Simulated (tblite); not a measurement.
# C3H13Ge2NSi: the cost of one run

The runs use tblite 0.8.0 and PySCF 2.14.0, with density-fitted response routines of our own; the level of theory stands in each step. All values are computed, except where a source is named. Atoms are numbered from 0 throughout.

## Step 1: The starting structure

20 atoms, charge 0, multiplicity 1; geometry from: force field or distance geometry start.

Bonds of the start (Å): C0–C1 1.32, C1–C2 1.48, C2–Si3 1.84, Si3–N4 1.79, Si3–Ge5 2.34, Si3–Ge6 2.31, C0–H7 1.09, C0–H8 1.09, C1–H9 1.10, C2–H10 1.10, C2–H11 1.11, N4–H12 1.04, N4–H13 1.04, Ge5–H14 1.58, Ge5–H15 1.54, Ge5–H16 1.53, Ge6–H17 1.55, Ge6–H18 1.51, Ge6–H19 1.57.

## Step 2: Geometry optimisation with GFN2-xTB

What the job is given:

```
{"job": {"kind": "relax", "xc": "GFN2-xTB", "basis": "xTB"}, "charge": 0, "multiplicity": 1}
C     -2.485300     1.502600     0.430500
C     -1.967800     0.294700     0.307700
C     -1.156800    -0.015100    -0.895000
Si     0.578400    -0.466100    -0.476900
N      1.018800    -1.958900    -1.362400
Ge     0.801300    -0.947500     1.805300
Ge     2.060700     1.271000    -0.846200
H     -3.069600     1.727600     1.325400
H     -2.365800     2.278900    -0.320200
H     -2.130600    -0.437800     1.112600
H     -1.264300     0.823100    -1.602300
H     -1.640500    -0.903400    -1.359500
H      0.204900    -2.549400    -1.615500
H      1.655500    -2.541600    -0.776000
H      0.236800     0.326400     2.551900
H      2.311400    -1.042900     2.069600
H      0.005000    -2.204400     2.178500
H      1.742100     2.331200     0.239400
H      1.971900     1.797500    -2.261900
H      3.488800     0.724800    -0.508100
```

Launch:

```
$ OMP_NUM_THREADS=1 python probes_run.py task.json out
```

The driver reads the jobs from task.json and runs them one after another.

Q: Estimate the wall time of this first job on 1 thread of Arm Neoverse N1, shared host.

About 3.8 s.
